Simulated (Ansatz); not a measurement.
# FGaH₄OSSi: one species, many methods

One table from this session's results is given with a row withheld; the runs are named, their logs left out.

Method: functionals in def2-TZVPP, the program's frozen cores in correlated methods; program: Ansatz 0.2.0, Gaussian basis.

Plan: LDA (SPW92), PBE-D4, revPBE-D4, BLYP-D4, r2SCAN-D4, B97M-V, PBE0-D4, B3LYP-D4, r2SCANh-D4, r2SCAN0-D4, HSE06-D4, BHLYP-D4, CAM-B3LYP-D4, LC-ωPBE, ωB97X-V, ωB97M-V, B2PLYP, PBE-QIDH; CCSD(T)/def2-SVP; CCSD(T)/def2-TZVPP; MP2/def2-QZVPP; extrapolation to the limit; RPA on PBE.

## The relaxed structure

All runs share one geometry, relaxed beforehand with PBE0-D4 in a triple-zeta def2 set.

SMILES `[OH][Ga]([SH])[SiH2]F`, 9 atoms, charge 0, spin multiplicity 1.

Atoms are counted from 1 here; the program's logs count them from 0.

Bond lengths: O1–Ga2 1.785 Å, O1–H6 0.960 Å, Ga2–S3 2.214 Å, Ga2–Si4 2.407 Å, S3–H7 1.344 Å, Si4–F5 1.604 Å, Si4–H8 1.486 Å, Si4–H9 1.486 Å. Angles: Ga2–O1–H6 115.2°, O1–Ga2–S3 118.2°, O1–Ga2–Si4 120.1°, S3–Ga2–Si4 121.6°, Ga2–S3–H7 94.9°, Ga2–Si4–F5 110.4°, Ga2–Si4–H8 110.8°, Ga2–Si4–H9 110.8°, F5–Si4–H8 108.0°, F5–Si4–H9 108.1°, H8–Si4–H9 108.7°.

Set-up of the first run:

in.yaml reads:

```yaml
crystal:
  periodic: [false, false, false]
  atoms:
    - {symbol: O, position_ang: [-0.240387, 2.093620, 0.161210]}
    - {symbol: Ga, position_ang: [0.335304, 0.426719, -0.115095]}
    - {symbol: S, position_ang: [2.400991, 0.141378, -0.859598]}
    - {symbol: Si, position_ang: [-1.107823, -1.442108, 0.350080]}
    - {symbol: F, position_ang: [-2.635943, -0.962392, 0.427547]}
    - {symbol: H, position_ang: [0.391784, 2.784417, -0.048261]}
    - {symbol: H, position_ang: [2.702481, 1.450673, -0.865094]}
    - {symbol: H, position_ang: [-1.003267, -2.469256, -0.718534]}
    - {symbol: H, position_ang: [-0.754742, -2.069350, 1.650647]}
basis:
  gaussian: {orbitals: def2-TZVPP}
hamiltonian: {xc: lda}
output: {orbitals: {seedname: orbitals}}
```

Among the steps run: LDA; PBE-D4 (GGA); revPBE-D4 (GGA); BLYP-D4 (GGA); r2SCAN-D4 (meta-GGA); B97M-V (meta-GGA); PBE0-D4 (hybrid); B3LYP-D4 (hybrid); r2SCANh-D4 (hybrid); r2SCAN0-D4 (hybrid); HSE06-D4 (hybrid); BHLYP-D4 (hybrid); CAM-B3LYP-D4 (range-separated); LC-ωPBE (range-separated); ωB97X-V (range-separated); ωB97M-V (range-separated); B2PLYP (double hybrid); PBE-QIDH (double hybrid).

One table of the session follows, with a row left open; its other results are not shown here.

It belongs to the step «Frontier levels by functional». 

```
  functional  HOMO (eV)  LUMO (eV)  gap (eV)
 LDA (SPW92)      -6.70      -2.48      4.22
      PBE-D4      -6.55      -2.24      4.31
   revPBE-D4      -6.49      -2.13      4.36
     BLYP-D4      -6.38      -2.12      4.26
   r2SCAN-D4      -6.86      -2.08      4.77
      B97M-V      -6.92      -2.20      4.72
     PBE0-D4      -7.81      -1.51      6.30
    B3LYP-D4      -7.54      -1.71      5.83
  r2SCANh-D4      -7.32      -1.82      5.50
  r2SCAN0-D4          ?          ?         ?
    HSE06-D4      -7.41      -1.88      5.53
    BHLYP-D4      -8.89      -0.73      8.17
CAM-B3LYP-D4      -9.12      -0.55      8.57
     LC-ωPBE     -10.55       0.55     11.09
     ωB97X-V     -10.17       0.43     10.60
     ωB97M-V     -10.00       0.24     10.24
```

**Question.** Estimate the row for r2SCAN0-D4.

Worked estimate for «HOMO (eV)». Against the share of exact exchange, r2SCAN-D4 (0, -6.86), r2SCANh-D4 (0.1, -7.32) give a slope of -4.60 per unit share; at 0.25 the line stands at -8.01.

The run gave: HOMO (eV): -8.01; LUMO (eV): -1.43; gap (eV): 6.58. In «HOMO (eV)» the line misses by 0.00.
